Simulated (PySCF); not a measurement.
**BH2O2F (SMILES OB(O)F): B3LYP/cc-pV(T+d)Z**

What is the vertical singlet–triplet gap of BH2O2F at B3LYP/cc-pV(T+d)Z? Input form: a Python script.

The calculation is run with PySCF 2.14.0.

## Step 1: The system as given

BH2O2F: 6 atoms, total charge 0, spin state singlet. SMILES: `OB(O)F`. The shape is that of a PBE0-D4/def2-TZVP optimisation. This is one conformer, not always the lowest.

Bond lengths: O1–B2 1.360 Å, B2–O3 1.352 Å, B2–F4 1.333 Å, O1–H5 0.960 Å, O3–H6 0.960 Å. Angles: O1–B2–O3 121.6°, O1–B2–F4 120.5°, O3–B2–F4 117.9°, B2–O1–H5 113.1°, B2–O3–H6 112.5°.

## Step 2: The energy at B3LYP/cc-pV(T+d)Z

File run.py:

```python
from pyscf import gto, dft

molecule = gto.M(
    atom='''
O     -0.902344     1.834924    -0.393819
B     -0.044975    -0.581091    -0.201256
O      1.869695    -1.200354     1.372130
F     -1.083002    -2.419983    -1.574520
H     -2.265593     2.014637    -1.576599
H      2.505777     0.230925     2.286569
''',
    max_memory=1860,
    basis='cc-pv(t+d)z',
    verbose=4,
    unit='bohr',
)

mf = dft.RKS(molecule, xc='b3lyp')
mf.conv_tol = 1e-10
mf.grids.level = 4
mf.kernel()
if not mf.converged:
    mf = mf.newton().run(mf.mo_coeff, mf.mo_occ)

etot = mf.e_tot
print('E = %.10f Eh' % etot)
```

The run is started by

```
OMP_NUM_THREADS=1 python run.py
```

What it wrote:

```text
PySCF version 2.14.0

[INPUT] num. atoms = 6
[INPUT] num. electrons = 32
[INPUT] charge = 0
[INPUT] spin (= nelec alpha-beta = 2S) = 0
[INPUT] symmetry False subgroup None
[INPUT] Mole.unit = bohr
[INPUT] Symbol           X                Y                Z      unit          X                Y                Z       unit  Magmom
[INPUT]  1 O     -0.477499881210   0.970999964570  -0.208400040027 AA   -0.902344000000   1.834924000000  -0.393819000000 Bohr   0.0
[INPUT]  2 B     -0.023799745061  -0.307500114671  -0.106500088761 AA   -0.044975000000  -0.581091000000  -0.201256000000 Bohr   0.0
[INPUT]  3 O      0.989399985371  -0.635199981837   0.726099926420 AA    1.869695000000  -1.200354000000   1.372130000000 Bohr   0.0
[INPUT]  4 F     -0.573099977781  -1.280599854414  -0.833200102138 AA   -1.083002000000  -2.419983000000  -1.574520000000 Bohr   0.0
[INPUT]  5 H     -1.198900184820   1.066099988676  -0.834300261559 AA   -2.265593000000   2.014637000000  -1.576599000000 Bohr   0.0
[INPUT]  6 H      1.326000084047   0.122200247432   1.210000205996 AA    2.505777000000   0.230925000000   2.286569000000 Bohr   0.0

nuclear repulsion = 114.498553902133
number of shells = 22
number of NR pGTOs = 200
number of NR cGTOs = 148
basis = cc-pv(t+d)z
ecp = {}

******** <class 'pyscf.dft.rks.RKS'> ********
method = RKS
initial guess = minao
damping factor = 0
level_shift factor = 0
DIIS = <class 'pyscf.scf.diis.CDIIS'>
diis_start_cycle = 1
diis_space = 8
diis_damp = 0
SCF conv_tol = 1e-10
SCF conv_tol_grad = None
SCF max_cycles = 50
direct_scf = True
direct_scf_tol = 1e-13
XC library pyscf.dft.libxc version 7.0.0
    S. Lehtola, C. Steigemann, M. J.T. Oliveira, and M. A.L. Marques.,  SoftwareX 7, 1–5 (2018)
XC functionals = b3lyp
    P. J. Stephens, F. J. Devlin, C. F. Chabalowski, and M. J. Frisch.,  J. Phys. Chem. 98, 11623 (1994)
radial grids:
    Treutler-Ahlrichs [JCP 102, 346 (1995); DOI:10.1063/1.469408] (M4) radial grids

becke partition: Becke, JCP 88, 2547 (1988); DOI:10.1063/1.454033
pruning grids: <function nwchem_prune>
grids dens level: 4
symmetrized grids: False
atomic radii adjust function: <function treutler_atomic_radii_adjust>
small_rho_cutoff = 0
Set gradient conv threshold to 1e-05
Initial guess from minao.
tot grids = 144880
init E= -277.029128778707
  HOMO = -0.447530669052643  LUMO = -0.0208394143525208  gap/eV = 11.61086
cycle= 1 E= -276.460658404364  delta_E= 0.568  |g|= 1.04  |ddm|= 5.16
  HOMO = -0.198712789253785  LUMO = 0.0398624806194317  gap/eV = 6.49196
cycle= 2 E= -276.250455045876  delta_E= 0.21  |g|= 1.54  |ddm|= 2.77
  HOMO = -0.349969273571391  LUMO = 0.0135650666606217  gap/eV = 9.89227
cycle= 3 E= -276.635871625562  delta_E= -0.385  |g|= 0.0679  |ddm|= 1.69
  HOMO = -0.342506791846262  LUMO = 0.0167221701842415  gap/eV = 9.77512
cycle= 4 E= -276.636346552  delta_E= -0.000475  |g|= 0.0505  |ddm|= 0.122
  HOMO = -0.34440474564223  LUMO = 0.0168863948490863  gap/eV = 9.83123
cycle= 5 E= -276.636692288925  delta_E= -0.000346  |g|= 0.0072  |ddm|= 0.0514
  HOMO = -0.343881843796787  LUMO = 0.0168631022236951  gap/eV = 9.81637
cycle= 6 E= -276.636700774456  delta_E= -8.49e-06  |g|= 0.00157  |ddm|= 0.0108
  HOMO = -0.344120656056374  LUMO = 0.0167905175625211  gap/eV = 9.82089
cycle= 7 E= -276.636701189299  delta_E= -4.15e-07  |g|= 0.000442  |ddm|= 0.00244
  HOMO = -0.344139027161585  LUMO = 0.0167864659391306  gap/eV = 9.82128
cycle= 8 E= -276.636701209616  delta_E= -2.03e-08  |g|= 0.000273  |ddm|= 0.000688
  HOMO = -0.344133067595886  LUMO = 0.016791311532069  gap/eV = 9.82125
cycle= 9 E= -276.636701221615  delta_E= -1.2e-08  |g|= 1.78e-05  |ddm|= 0.000299
  HOMO = -0.34413322098677  LUMO = 0.0167908632946681  gap/eV = 9.82124
cycle= 10 E= -276.636701221672  delta_E= -5.7e-11  |g|= 2.61e-06  |ddm|= 2.49e-05
  HOMO = -0.344132599558  LUMO = 0.0167910295694718  gap/eV = 9.82123
Extra cycle  E= -276.636701221675  delta_E= -2.73e-12  |g|= 2.14e-06  |ddm|= 5.18e-06
converged SCF energy = -276.636701221675
E = -276.6367012217 Eh
```

Run time: 24 s. Hardware: 1 thread of Arm Neoverse V1, shared host; peak memory 0.98 GiB.

## Step 3: The triplet, same level

File start.xyz:

```xyz
6
BFH2O2
O     -0.477500     0.971000    -0.208400
B     -0.023800    -0.307500    -0.106500
O      0.989400    -0.635200     0.726100
F     -0.573100    -1.280600    -0.833200
H     -1.198900     1.066100    -0.834300
H      1.326000     0.122200     1.210000
```

File calc.py:

```python
from pyscf import gto, dft

mol = gto.Mole()
mol.atom = 'start.xyz'
mol.basis = 'cc-pv(t+d)z'
mol.spin = 2
mol.charge = 0
mol.verbose = 3
mol.max_memory = 1860
mol.build()

mf = dft.UKS(mol)
mf.xc = 'b3lyp'
mf.conv_tol = 1e-10
mf.grids.level = 4
mf.kernel()
if not mf.converged:
    mf = mf.newton().run(mf.mo_coeff, mf.mo_occ)

energy = mf.e_tot
print('E = %.10f Eh' % energy)
```

The run is started by

```
OMP_NUM_THREADS=1 python calc.py
```

What it wrote:

```text
WARN: HOMO -0.0208393705143823 >= LUMO -0.447530708355691

WARN: HOMO -0.0649361354458389 >= LUMO -0.278159762582559

WARN: HOMO -0.070696059707263 >= LUMO -0.324546556522188

WARN: HOMO -0.0711835787780508 >= LUMO -0.33089910167026

WARN: HOMO -0.070873687021308 >= LUMO -0.334622302268214

WARN: HOMO -0.0698921158778312 >= LUMO -0.327486312543611

WARN: HOMO -0.0705718404633444 >= LUMO -0.327638384182103

WARN: HOMO -0.0706170431908024 >= LUMO -0.327611979104509

WARN: HOMO -0.0705720593227532 >= LUMO -0.327489433384532

WARN: HOMO -0.0705665284114847 >= LUMO -0.327483329365778

WARN: HOMO -0.0705685126268314 >= LUMO -0.327491336390501

WARN: HOMO -0.0705687841423099 >= LUMO -0.327492200877066

WARN: HOMO -0.0705676215106195 >= LUMO -0.327488683894664

WARN: HOMO -0.0705680207249646 >= LUMO -0.327491773862956

WARN: HOMO -0.0705675126515537 >= LUMO -0.327491067279267

WARN: HOMO -0.070566869462489 >= LUMO -0.327490922006112

WARN: HOMO -0.0705664500433549 >= LUMO -0.327490036729852

WARN: HOMO -0.0705665322930962 >= LUMO -0.327490085636587

converged SCF energy = -276.327367129434  <S^2> = 2.0157711  2S+1 = 3.0104957
E = -276.3273671294 Eh
```

Run time: 66 s. Hardware: 1 thread of Arm Neoverse V1, shared host; peak memory 1 GiB.

## Step 4: Results

Level: B3LYP/cc-pV(T+d)Z.

| quantity | value |
| --- | --- |
| singlet: total energy | -276.63670 Eh |
| singlet: dipole moment | 1.88 D |
| singlet: HOMO energy | -9.36 eV |
| singlet: LUMO energy | 0.46 eV |
| singlet: HOMO–LUMO gap | 9.82 eV |
| triplet: total energy | -276.32737 Eh |
| triplet: dipole moment | 0.38 D |
| triplet: HOMO energy (highest over α and β) | -1.92 eV |
| triplet: ⟨S²⟩ | 2.016 |
| vertical energy of the triplet above the singlet | 8.417 eV |

**Reading.** At this shape the triplet lies 8.42 eV (812 kJ/mol) above the singlet. Mulliken charges (singlet) run from -0.27 on O1 to +0.31 on B2; they depend strongly on the basis.
